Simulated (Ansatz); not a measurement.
# Ge(SH)H3 (GeH₄S): geometry, orbitals and charge

Aim: characterise Ge(SH)H3 (GeH₄S) as a singlet: its structure, frontier levels and distribution of charge.

Method: RKS PBE0-D4/def2-TZVP; program: Ansatz 0.2.0, Gaussian basis.

Levels to be run: relaxation at r2SCAN-D4/def2-TZVP; a single point at PBE0-D4/def2-TZVP; harmonic vibrations at r2SCAN-D4/def2-TZVP.

## (1) Where the work starts

6 atoms, charge 0, spin multiplicity 1.

Atoms are counted from 1 here; the program's logs count them from 0.

Bond lengths: Ge1–S2 2.194 Å, Ge1–H4 1.492 Å, Ge1–H5 1.501 Å, Ge1–H6 1.501 Å, S2–H3 1.327 Å. Angles: S2–Ge1–H4 107.2°, S2–Ge1–H5 110.9°, S2–Ge1–H6 110.5°, H4–Ge1–H5 109.9°, H4–Ge1–H6 109.6°, H5–Ge1–H6 108.7°, Ge1–S2–H3 94.3°.

As a file:

```mol
GeH4S
  3D, bonds by distance, orders not assigned

  6  5  0  0  0  0  0  0  0  0999 V2000
    0.2011   -0.0108   -0.5031 Ge  0  0
    0.2604    0.0215    1.6902 S   0  0
   -1.0594    0.0539    1.8261 H   0  0
    1.6140   -0.0233   -0.9824 H   0  0
   -0.5084    1.1991   -1.0383 H   0  0
   -0.5078   -1.2405   -0.9925 H   0  0
  1  2  8  0
  1  4  8  0
  1  5  8  0
  1  6  8  0
  2  3  8  0
M  END
```

The start is a GFN2-xTB geometry.

## (2) Relaxation at r2SCAN-D4/def2-TZVP

The input, in.yaml:

```yaml
crystal:
  periodic: [false, false, false]
  atoms:
    - {symbol: Ge, position_ang: [0.201110, -0.010780, -0.503070]}
    - {symbol: S, position_ang: [0.260440, 0.021500, 1.690160]}
    - {symbol: H, position_ang: [-1.059390, 0.053950, 1.826060]}
    - {symbol: H, position_ang: [1.614000, -0.023310, -0.982370]}
    - {symbol: H, position_ang: [-0.508420, 1.199120, -1.038330]}
    - {symbol: H, position_ang: [-0.507750, -1.240490, -0.992450]}
basis:
  gaussian: {orbitals: def2-TZVP}
hamiltonian: {xc: r2scan, dispersion: d4}
scf: {omitted_lower_state_checks: [starts]}
output: {orbitals: {seedname: orbitals}}
relax: {f_tol: 0.02, max_steps: 100}
```

On the command line:

```bash
$ ansatz run in.yaml --threads 4 --pin off --events-out ev --progress --plain --max-ram 3916MiB
```

After this run come: Single point, PBE0-D4/def2-TZVP; Harmonic vibrations.

Q: Predict the results of all the runs planned. Wanted: point group; Ge–S bond; HOMO, LUMO at PBE0-D4/def2-TZVP; dipole at r2SCAN-D4/def2-TZVP; lowest, highest wavenumber.

As calculated:

| quantity | value |
| --- | --- |
| point group | Cs |
| Ge–S bond | 2.226 Å |
| HOMO, LUMO at PBE0-D4/def2-TZVP | -7.32, 0.00 eV |
| dipole at r2SCAN-D4/def2-TZVP | 1.30 D |
| lowest, highest wavenumber | 154, 2698 cm⁻¹ |

What this shows: The molecule keeps its bonding pattern by the stored test; the atoms moved 0.04 Å (rms). All wavenumbers are real: a minimum at this level.
